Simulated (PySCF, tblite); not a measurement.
# C4H2FN3: geometry, infrared bands, NMR shifts and spin-spin couplings

What infrared bands, NMR shifts and spin-spin couplings should C4H2FN3 (`C#Cc1n[nH]nc1F`) show?

Programs: tblite 0.8.0 and PySCF 2.14.0, with density-fitted response routines of our own. Each step states its level of theory. These are calculated values for one molecule in the gas phase, unless marked as measured. Atoms count from 0, in the outputs and in this text.

### Step 1. Starting geometry

10 atoms, charge 0, multiplicity 1; geometry from: force field or distance geometry start.

Bonds of the start (Å): C0–C1 1.19, C1–C2 1.45, C2–N3 1.32, N3–N4 1.32, N4–N5 1.32, N5–C6 1.34, C6–F7 1.34, C6–C2 1.37, C0–H8 1.08, N4–H9 1.04.

### Step 2. Optimising the geometry with GFN2-xTB

What the job is given:

```
{"job": {"kind": "relax", "xc": "GFN2-xTB", "basis": "xTB"}, "charge": 0, "multiplicity": 1}
C     -2.523000     0.939200     0.454300
C     -1.437700     0.514600     0.194300
C     -0.105400     0.014100    -0.098700
N      0.655100    -0.612400     0.786800
N      1.785900    -0.930500     0.190700
N      1.785500    -0.524400    -1.070000
C      0.604800     0.075300    -1.265700
F      0.182100     0.640200    -2.399200
H     -3.507900     1.324200     0.674800
H      2.569500    -1.435800     0.657400
```

Started as:

```bash
> OMP_NUM_THREADS=1 python probes_run.py task.json out
```

The driver reads the jobs from task.json and runs them one after another.

What it wrote:

```text
step      E/eV     max force
  0    -625.06938    2.785
  1    -625.13142    4.404
  2    -625.24349    1.524
  3    -625.29024    0.606
  4    -625.30822    0.341
  5    -625.31923    0.155
  6    -625.32110    0.161
  7    -625.32363    0.076
  8    -625.32404    0.068
  9    -625.32446    0.058
 10    -625.32474    0.060
 11    -625.32493    0.052
 12    -625.32504    0.023
 13    -625.32509    0.016
 14    -625.32511    0.015
 15    -625.32513    0.018
 16    -625.32517    0.021
 17    -625.32521    0.023
 18    -625.32527    0.026
 19    -625.32534    0.032
 20    -625.32545    0.035
 21    -625.32555    0.028
 22    -625.32561    0.020
 23    -625.32564    0.017
 24    -625.32566    0.015
 25    -625.32568    0.019
 26    -625.32570    0.013
 27    -625.32571    0.005
```

The steps of the relaxation:

```
step  energy from step 0 (eV)  largest force (eV/Å)
   0                   0.0000                2.7847
   1                  -0.0620                4.4045
   2                  -0.1741                1.5236
   3                  -0.2209                0.6063
   4                  -0.2388                0.3413
   5                  -0.2498                0.1552
   6                  -0.2517                0.1607
   7                  -0.2542                0.0755
   8                  -0.2547                0.0684
   9                  -0.2551                0.0583
  10                  -0.2554                0.0600
  11                  -0.2555                0.0524
  12                  -0.2557                0.0228
  13                  -0.2557                0.0157
  14                  -0.2557                0.0149
  15                  -0.2557                0.0179
  16                  -0.2558                0.0215
  17                  -0.2558                0.0230
  18                  -0.2559                0.0265
  19                  -0.2560                0.0318
  20                  -0.2561                0.0353
  21                  -0.2562                0.0281
  22                  -0.2562                0.0202
  23                  -0.2563                0.0174
  24                  -0.2563                0.0154
  25                  -0.2563                0.0186
  26                  -0.2563                0.0129
  27                  -0.2563                0.0046
```

Distances of close pairs at the start and the end, largest changes first:

| bond | before (Å) | after (Å) | change (Å) |
| --- | --- | --- | --- |
| C2–C6 | 1.367 | 1.418 | +0.051 |
| C1–C2 | 1.453 | 1.404 | -0.049 |
| N4–H9 | 1.043 | 1.009 | -0.034 |
| C0–H8 | 1.080 | 1.049 | -0.032 |
| N5–C6 | 1.339 | 1.318 | -0.020 |
| C6–F7 | 1.335 | 1.319 | -0.016 |
| N3–N4 | 1.317 | 1.309 | -0.008 |
| N4–N5 | 1.324 | 1.317 | -0.007 |

The final coordinates are the input of the step that follows.

### Step 3. Vibrational analysis with GFN2-xTB

What the job is given:

```
{"job": {"kind": "ir", "xc": "GFN2-xTB", "basis": "xTB"}, "charge": 0, "multiplicity": 1}
C     -2.510739     0.937642     0.438487
C     -1.409429     0.502201     0.245353
C     -0.124926     0.009091    -0.033102
N      0.658126    -0.628292     0.833387
N      1.749090    -0.908761     0.166646
N      1.770858    -0.511654    -1.089067
C      0.600465     0.073356    -1.250073
F      0.222482     0.615877    -2.391760
H     -3.472610     1.313552     0.620354
H      2.525566    -1.398356     0.584406
```

What it wrote:

```text
mode    cm-1     km/mol
  1     117.3      1.33
  2     147.2      0.97
  3     302.1      3.26
  4     328.8      1.72
  5     415.2      0.27
  6     484.8      4.55
  7     562.3     26.00
  8     586.2      1.57
  9     631.4     13.11
 10     668.4      9.57
 11     672.2     73.80
 12     709.0     11.54
 13     732.0     17.62
 14     958.8     16.30
 15    1118.2    128.52
 16    1158.8     69.57
 17    1244.5     14.38
 18    1331.4      7.53
 19    1361.9     64.79
 20    1507.1     57.22
 21    1538.7    114.93
 22    2266.1      1.97
 23    3402.6     15.83
 24    3451.8     72.53
```

The strongest bands and the atoms that carry them (share of the mass-weighted mode):

```
cm⁻¹  km/mol                               atoms
 562    26.0                    H9 40 %, N4 38 %
 672    73.8  H9 45 %, N5 23 %, C6 16 %, N3 10 %
1118   128.5                    H9 60 %, C2 13 %
1159    69.6           N4 39 %, N5 27 %, N3 26 %
1362    64.8           N4 42 %, N5 20 %, H9 17 %
1507    57.2           C2 60 %, C6 17 %, N3 16 %
1539   114.9                    C6 63 %, N5 21 %
3452    72.5                             H9 93 %
```

### Step 4. NMR shieldings: PBE0/pcSseg-1

The job, as its differences from that of step 3:

```diff
@@ -1,2 +1,2 @@
-{"job": {"kind": "ir", "xc": "GFN2-xTB", "basis": "xTB"}, "charge": 0, "multiplicity": 1}
+{"job": {"kind": "nmr", "xc": "PBE0", "basis": "pcSseg-1"}, "charge": 0, "multiplicity": 1}
 C     -2.510739     0.937642     0.438487
```

Level: GIAO PBE0/pcSseg-1 NMR shielding, non-relativistic, gas phase.

What it wrote:

```text
coarse grid: 9856 points
cycle   1  E = -416.9747451237  dE =  1.827e+00  |g| = 6.331e-01  |ddm| = 3.492e+00
cycle   2  E = -416.8950433641  dE =  7.970e-02  |g| = 9.155e-01  |ddm| = 1.303e+00
cycle   3  E = -417.0564163403  dE = -1.614e-01  |g| = 1.113e-01  |ddm| = 7.575e-01
cycle   4  E = -417.0576912182  dE = -1.275e-03  |g| = 7.816e-02  |ddm| = 1.400e-01
cycle   5  E = -417.0590826764  dE = -1.391e-03  |g| = 1.987e-02  |ddm| = 6.174e-02
cycle   6  E = -417.0591543765  dE = -7.170e-05  |g| = 9.051e-03  |ddm| = 1.901e-02
cycle   7  E = -417.0591722768  dE = -1.790e-05  |g| = 2.800e-03  |ddm| = 8.508e-03
cycle   8  E = -417.0591741313  dE = -1.855e-06  |g| = 4.590e-04  |ddm| = 2.807e-03
final grid: 100160 points
cycle   9  E = -417.1087724034  dE = -3.006e-05  |g| = 5.358e-03  |ddm| = 6.717e-02
cycle  10  E = -417.1087691007  dE =  3.303e-06  |g| = 7.056e-03  |ddm| = 1.078e-02
cycle  11  E = -417.1087782929  dE = -9.192e-06  |g| = 1.288e-03  |ddm| = 6.202e-03
cycle  12  E = -417.1087786525  dE = -3.596e-07  |g| = 3.657e-04  |ddm| = 1.481e-03
cycle  13  E = -417.1087786786  dE = -2.610e-08  |g| = 1.262e-04  |ddm| = 3.504e-04
cycle  14  E = -417.1087786809  dE = -2.332e-09  |g| = 4.762e-05  |ddm| = 1.102e-04
cycle  15  E = -417.1087786814  dE = -4.436e-10  |g| = 2.108e-05  |ddm| = 4.404e-05
converged SCF energy = -417.1087786814

GIAO shielding tensors (ppm)
atom      isotropic    diamagn.    paramagn.     s11        s22        s33       span
  0 C       91.928     257.624    -165.697     20.657     44.668    210.458    189.801
  1 C      111.766     244.838    -133.072     15.368     21.164    298.767    283.399
  2 C       66.540     249.602    -183.062      3.739     60.402    135.480    131.741
  3 N     -113.120     323.517    -436.637   -383.989   -122.689    167.318    551.307
  4 N       27.417     325.519    -298.102    -92.397     66.821    107.827    200.225
  5 N      -64.669     326.954    -391.624   -286.873    -83.009    175.875    462.748
  6 C       11.957     249.329    -237.373    -49.742     25.885     59.727    109.468
  7 F      321.105     470.401    -149.296    217.500    316.893    428.922    211.422
  8 H       28.667      32.890      -4.224     24.401     25.029     36.570     12.168
  9 H       21.492      31.441      -9.949     15.652     22.688     26.136     10.484
```

Run time: 14 s. Hardware: 1 thread, shared host.

The references, computed at this level on geometries of the same kind, shield at (ppm): 1H TMS 31.72, 13C TMS 186.9, 19F CFCl3 170.9, 15N NH3 267.7. Their shielding less the atom's gives the shift. The references are single molecules in the gas phase, so shifts against H2O, NH3, PH3, H3PO4 or CFCl3 are not on the usual liquid scales and can be off by tens of ppm.

| atoms | environment | σ (ppm) | δ (ppm) | δ scaled to CDCl3 |
| --- | --- | --- | --- | --- |
| C6 | aromatic carbon bearing fluorine | 12.0 | 175.0 | 168.9 |
| C2 | substituted aromatic carbon next to a ring nitrogen | 66.5 | 120.4 | 115.6 |
| C0 | terminal alkyne carbon | 91.9 | 95.0 | 90.8 |
| C1 | alkyne carbon | 111.8 | 75.2 | 71.4 |
| H9 | hydrogen on a pyrrole-type ring nitrogen | 21.49 | 10.22 | – |
| H8 | hydrogen on a terminal alkyne carbon | 28.67 | 3.05 | 2.98 |
| N3 | pyridine-type nitrogen of an azole | -113.1 | 380.8 | – |
| N5 | pyridine-type nitrogen of an azole | -64.7 | 332.4 | – |
| N4 | pyrrole-type ring nitrogen | 27.4 | 240.3 | – |
| F7 | aryl fluorine | 321.1 | -150.2 | – |

The scaled column applies a straight-line fit of computed shieldings to shifts measured in CDCl3, and one for carbons that bear F (root-mean-square error 0.16 ppm for H, 1.9 ppm for C).

Charges from the same density, by scheme (e):

```
atoms  Mulliken    IAO  Hirshfeld  ESP fit
   C0     -0.30  -0.20      -0.08    -0.26
   C1      0.47  -0.03      -0.05    -0.22
   C2     -0.12   0.00       0.01     0.41
   N3     -0.24  -0.20      -0.12    -0.46
   N4     -0.03   0.01       0.05     0.20
   N5     -0.24  -0.25      -0.15    -0.48
   C6      0.41   0.36       0.12     0.39
   F7     -0.23  -0.23      -0.06    -0.16
```

Mayer bond orders: C0–C1 2.34, C1–C2 0.90, C2–N3 1.43, N3–N4 1.29, N4–N5 1.19, N5–C6 1.56, C6–F7 1.03, C6–C2 1.27.

Ring of atoms C2, N3, N4, N5, C6: NICS(0) -14.2, NICS(1) -12.1, NICS(1)zz -29.4 ppm (means of both faces).

### Step 5. J couplings: B3LYP/pcJ-1

The job, as its differences from that of step 4:

```diff
@@ -1,2 +1,2 @@
-{"job": {"kind": "nmr", "xc": "PBE0", "basis": "pcSseg-1"}, "charge": 0, "multiplicity": 1}
+{"job": {"kind": "j", "xc": "B3LYP", "basis": "pcJ-1"}, "charge": 0, "multiplicity": 1}
 C     -2.510739     0.937642     0.438487
```

Level: B3LYP/pcJ-1 indirect spin-spin coupling, non-relativistic, gas phase.

What it wrote:

```text
coarse grid: 9856 points
cycle   1  E = -417.4597140909  dE =  1.729e+00  |g| = 6.688e-01  |ddm| = 3.433e+00
cycle   2  E = -417.3518916520  dE =  1.078e-01  |g| = 1.015e+00  |ddm| = 1.228e+00
cycle   3  E = -417.5439547293  dE = -1.921e-01  |g| = 1.358e-01  |ddm| = 7.428e-01
cycle   4  E = -417.5455454014  dE = -1.591e-03  |g| = 1.014e-01  |ddm| = 1.636e-01
cycle   5  E = -417.5478481532  dE = -2.303e-03  |g| = 2.708e-02  |ddm| = 7.556e-02
cycle   6  E = -417.5479825469  dE = -1.344e-04  |g| = 1.155e-02  |ddm| = 2.213e-02
cycle   7  E = -417.5480108148  dE = -2.827e-05  |g| = 3.536e-03  |ddm| = 1.018e-02
cycle   8  E = -417.5480137179  dE = -2.903e-06  |g| = 7.132e-04  |ddm| = 3.335e-03
final grid: 100160 points
cycle   9  E = -417.6118278798  dE = -1.217e-04  |g| = 5.127e-03  |ddm| = 2.307e-02
cycle  10  E = -417.6118232461  dE =  4.634e-06  |g| = 7.147e-03  |ddm| = 8.398e-03
cycle  11  E = -417.6118317502  dE = -8.504e-06  |g| = 1.209e-03  |ddm| = 5.644e-03
cycle  12  E = -417.6118319220  dE = -1.718e-07  |g| = 8.315e-04  |ddm| = 1.605e-03
cycle  13  E = -417.6118320738  dE = -1.518e-07  |g| = 2.291e-04  |ddm| = 7.091e-04
cycle  14  E = -417.6118320830  dE = -9.182e-09  |g| = 7.519e-05  |ddm| = 1.733e-04
cycle  15  E = -417.6118320844  dE = -1.353e-09  |g| = 1.751e-05  |ddm| = 5.834e-05
cycle  16  E = -417.6118320844  dE = -6.321e-11  |g| = 4.904e-06  |ddm| = 1.320e-05
converged SCF energy = -417.6118320844

Indirect spin-spin couplings (Hz)
  i      j    bonds     total        FC       PSO       DSO        SD
  0 C    1 C    1    210.447   202.379     7.950     0.118         -
  0 C    2 C    2     19.136    19.259    -0.021    -0.103         -
  0 C    3 N    3     -2.236    -2.182     0.482     0.026    -0.563
  0 C    4 N    4     -1.597    -0.690    -0.446     0.035    -0.497
  0 C    5 N    4      0.340     0.150    -0.065     0.036     0.219
  0 C    6 C    3      1.781     2.397    -0.571    -0.045         -
  0 C    7 F    4      1.430     0.576    -0.441    -0.121     1.416
  0 C    8 H    1    270.044   271.216    -1.585     0.412         -
  0 C    9 H    5      0.166    -0.025     0.554    -0.363         -
  1 C    2 C    1    130.573   132.774    -2.521     0.321         -
  1 C    3 N    2    -10.388   -10.583    -0.007    -0.004     0.207
  1 C    4 N    3     -6.110    -6.321     0.025     0.035     0.152
  1 C    5 N    3     -0.474    -0.327    -0.058     0.037    -0.126
  1 C    6 C    2      5.470     5.269     0.158     0.044         -
  1 C    7 F    3     -5.100    -4.510    -0.054     0.031    -0.567
  1 C    8 H    2     53.447    48.695     5.925    -1.174         -
  1 C    9 H    4      1.022     1.064     0.419    -0.461         -
  2 C    3 N    1     -4.265    -9.057     5.907    -0.121    -0.995
  2 C    4 N    2     -1.948    -1.184     0.067    -0.011    -0.821
  2 C    5 N    2      0.224    -0.693     0.386     0.001     0.530
  2 C    6 C    1     78.744    83.774    -5.452     0.422         -
  2 C    7 F    2     12.820    26.856   -17.069    -0.075     3.108
  2 C    8 H    3      5.125     5.163     0.360    -0.398         -
  2 C    9 H    3      7.781     7.958     0.644    -0.821         -
  3 N    4 N    1    -14.092   -10.526    -3.596     0.047    -0.016
  3 N    5 N    2     -1.130     0.751    -2.436    -0.016     0.570
  3 N    6 C    2      1.017     0.245     0.265    -0.013     0.520
  3 N    7 F    3      6.506     3.571     1.187     0.190     1.558
  3 N    8 H    4      1.180     0.948     0.101     0.106     0.025
  3 N    9 H    2    -13.103   -14.176     0.787     0.273     0.012
  4 N    5 N    1    -13.828   -10.852    -2.958     0.048    -0.066
  4 N    6 C    2     -8.885    -7.336    -0.725    -0.024    -0.800
  4 N    7 F    3     -7.262   -10.509     3.974     0.192    -0.919
  4 N    9 H    1   -131.562  -129.847    -0.917    -0.489    -0.309
  5 N    6 C    1     -9.676   -14.431     6.224    -0.135    -1.334
  5 N    7 F    2    -32.299   -39.361    11.106     0.067    -4.111
  5 N    9 H    2    -13.657   -14.493     0.577     0.259    -0.000
  6 C    7 F    1   -335.567  -321.005   -16.935     1.034     1.339
  6 C    8 H    4     -1.862    -1.624    -0.016    -0.222         -
  6 C    9 H    3     11.157    11.039     0.897    -0.780         -
  7 F    8 H    5     -1.005    -0.614     0.317    -0.656    -0.052
  7 F    9 H    4     -2.537    -0.820     0.453    -2.180     0.011
```

Run time: 46 s. Hardware: 1 thread, shared host.

A choice of the couplings up to four bonds, sorted by the number of bonds; isotopes 13C, 19F, 1H, 15N:

```
 pair  bonds  J (Hz)  Fermi contact (Hz)  dihedral (°)
C6–F7      1  -335.6              -321.0             –
C0–H8      1   270.0               271.2             –
C0–C1      1   210.4               202.4             –
N4–H9      1  -131.6              -129.8             –
C1–C2      1   130.6               132.8             –
C2–C6      1    78.7                83.8             –
N3–N4      1   -14.1               -10.5             –
N4–N5      1   -13.8               -10.9             –
N5–C6      1    -9.7               -14.4             –
C1–H8      2    53.4                48.7             –
N5–F7      2   -32.3               -39.4             –
C0–C2      2    19.1                19.3             –
N5–H9      2   -13.7               -14.5             –
N3–H9      2   -13.1               -14.2             –
C2–F7      2    12.8                26.9             –
C1–N3      2   -10.4               -10.6             –
N4–C6      2    -8.9                -7.3             –
C1–C6      2     5.5                 5.3             –
C6–H9      3    11.2                11.0           180
C2–H9      3     7.8                 8.0          -180
N4–F7      3    -7.3               -10.5           180
N3–F7      3     6.5                 3.6          -180
C1–N4      3    -6.1                -6.3           180
C2–H8      3     5.1                 5.2             –
C1–F7      3    -5.1                -4.5             0
C0–N3      3    -2.2                -2.2             –
C0–C6      3     1.8                 2.4             –
F7–H9      4    -2.5                -0.8             –
C6–H8      4    -1.9                -1.6             –
C0–N4      4    -1.6                -0.7             –
C0–F7      4     1.4                 0.6             –
N3–H8      4     1.2                 0.9             –
C1–H9      4     1.0                 1.1             –
```

The spin-dipole term was solved for some atoms only; pairs without it lack that part.

Quadrupole couplings from the field gradients of the same density:

```csv
atom,isotope,eQq/h (MHz),η
N3,14N,-5.256,0.35
N5,14N,-4.783,0.56
N4,14N,-3.991,0.48
```

Joined with the shifts from before (PBE0/pcSseg-1, scaled to CDCl3 for protons on carbon, raw for the others), the couplings predict the line list below for 500 MHz. H–H couplings in it are scaled by factors fitted to measured ones, so they differ from the table.

1H NMR δ 10.22 (br s, 1H), 2.98 (d, J = 1.0 Hz, 1H).

### Step 6. Results

| quantity | value |
| --- | --- |
| strongest single infrared mode (GFN2-xTB) | 1118 cm⁻¹, 129 km/mol |
| zero-point energy (GFN2-xTB) | 36.7 kcal/mol |
| 13C shifts against TMS (PBE0/pcSseg-1) | 175.0, 120.4, 95.0, 75.2 ppm |
| 1H shifts against TMS (PBE0/pcSseg-1) | 10.22, 3.05 ppm |
| 15N shifts against NH3 (PBE0/pcSseg-1) | 380.8, 332.4, 240.3 ppm |
| 19F shifts against CFCl3 (PBE0/pcSseg-1) | -150.2 ppm |
| largest coupling of the table (B3LYP/pcJ-1) | 1J(C,F) C6–F7, -335.6 Hz |

**Reading.** The optimisation took 27 steps and gained 0.256 eV; among the close pairs (by a distance rule), C2–C6 changed most, from 1.367 to 1.418 Å. All 24 modes are real, so the xTB geometry is a minimum. The strongest single mode, at 1118 cm⁻¹, moves mainly H9. Unscaled tight-binding wavenumbers are off by several per cent, some by more. Its intensities can rank the bands wrongly. At PBE0/pcSseg-1: The largest span, 551 ppm, is at N3, where the paramagnetic term is -437 ppm. NICS(1)zz of -29 ppm above the planar ring from C2 marks a diatropic (aromatic) ring current. In the run at B3LYP/pcJ-1, the largest coupling of the table is C6–F7, -335.6 Hz, of which the Fermi-contact term gives -321.0 Hz.
